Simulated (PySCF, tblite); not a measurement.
**C6H16N2Si: geometry, infrared bands and NMR shifts**

Aim: predict the infrared bands and NMR shifts of C6H16N2Si (`C=CCNN(C)[SiH](C)C`).

Computed with tblite 0.8.0 and PySCF 2.14.0, with density-fitted response routines of our own, on a single molecule in the gas phase. Atoms count from 0, in the outputs and in this text.

## (1) The starting structure

25 atoms, charge 0, multiplicity 1; geometry from: force field or distance geometry start.

Bonds of the start (Å): C0–C1 1.35, C1–C2 1.50, C2–N3 1.43, N3–N4 1.35, N4–C5 1.41, N4–Si6 1.77, Si6–C7 1.86, Si6–C8 1.89, C0–H9 1.09, C0–H10 1.07, C1–H11 1.08, C2–H12 1.11, C2–H13 1.10, N3–H14 1.02, C5–H15 1.14, C5–H16 1.11, C5–H17 1.11, Si6–H18 1.45, C7–H19 1.11, C7–H20 1.11, C7–H21 1.12, C8–H22 1.12, C8–H23 1.12, C8–H24 1.10.

## (2) Optimising the geometry with GFN2-xTB

What the job is given:

```
{"job": {"kind": "relax", "xc": "GFN2-xTB", "basis": "xTB"}, "charge": 0, "multiplicity": 1}
C      4.258400     0.308000     0.770300
C      3.252000     0.340700    -0.126400
C      2.022900    -0.492100     0.059600
N      0.863300     0.344700     0.112600
N     -0.354900    -0.216500     0.282700
C     -0.487200    -1.588600     0.597700
Si    -1.720600     0.545900    -0.539900
C     -3.101900    -0.692800    -0.689300
C     -2.231000     1.955500     0.606200
H      4.211000    -0.307900     1.672400
H      5.127300     0.917700     0.610100
H      3.373000     0.981700    -0.985500
H      1.955700    -1.228300    -0.769800
H      2.140500    -1.057200     1.001000
H      0.925200     1.242200    -0.377500
H     -1.408800    -1.662100     1.259800
H      0.332200    -2.005700     1.214400
H     -0.635400    -2.204000    -0.312900
H     -1.415200     1.106800    -1.842300
H     -4.022300    -0.404500    -0.140400
H     -2.824300    -1.697200    -0.309000
H     -3.429400    -0.793400    -1.759700
H     -1.272800     2.504800     0.816500
H     -2.612400     1.557600     1.576100
H     -2.956200     2.569000     0.060800
```

On the command line:

```console
> OMP_NUM_THREADS=1 python probes_run.py task.json out
```

One launch serves the whole session: the jobs run in the order shown.

**Question.** This job is followed by: GFN2-xTB harmonic vibrations, gas phase; GIAO PBE0/pcSseg-1 NMR shielding, non-relativistic, gas phase. Predict these results of the whole session: strongest single infrared mode (GFN2-xTB); zero-point energy (GFN2-xTB); 13C shifts against TMS (PBE0/pcSseg-1, means over atoms taken as alike); 1H shifts against TMS (PBE0/pcSseg-1, means over atoms taken as alike); 15N shifts against NH3 (PBE0/pcSseg-1); 29Si shifts against TMS (PBE0/pcSseg-1); surface potential, 1st and 99th percentile.

As calculated:

```
                                                               quantity                                               value
                              strongest single infrared mode (GFN2-xTB)                               2083 cm⁻¹, 365 km/mol
                                           zero-point energy (GFN2-xTB)                                      132.4 kcal/mol
13C shifts against TMS (PBE0/pcSseg-1, means over atoms taken as alike)                  143.0, 123.7, 55.3, 38.7, -3.1 ppm
 1H shifts against TMS (PBE0/pcSseg-1, means over atoms taken as alike)  5.91, 5.60, 5.42, 5.40, 3.54, 3.07, 2.79, 0.13 ppm
                                 15N shifts against NH3 (PBE0/pcSseg-1)                                     104.2, 75.7 ppm
                                29Si shifts against TMS (PBE0/pcSseg-1)                                           -17.6 ppm
                                  surface potential, 1st and 99th percentile                                  -1.44 V and 1.17 V
```

**Reading.** The optimisation took 263 steps and gained 1.394 eV; among the close pairs (by a distance rule), N3–N4 changed most, from 1.352 to 1.416 Å. All 69 modes are real, so the xTB geometry is a minimum. The strongest single mode, at 2083 cm⁻¹, moves mainly H18. GFN2-xTB is a fitted tight-binding method: band positions and strengths are rough. Its intensities can rank the bands wrongly. The most deshielded carbon is C1 (alkene CH), at 143.0 ppm: as expected for a trigonal carbon in a double bond. The most deshielded hydrogen is H11 (hydrogen on an alkene CH), at 5.91 ppm: a vinylic proton, deshielded by the sp2 carbon and the C=C anisotropy. At PBE0/pcSseg-1: The widest tensor belongs to C1: span 235 ppm, with a paramagnetic part of -213 ppm.
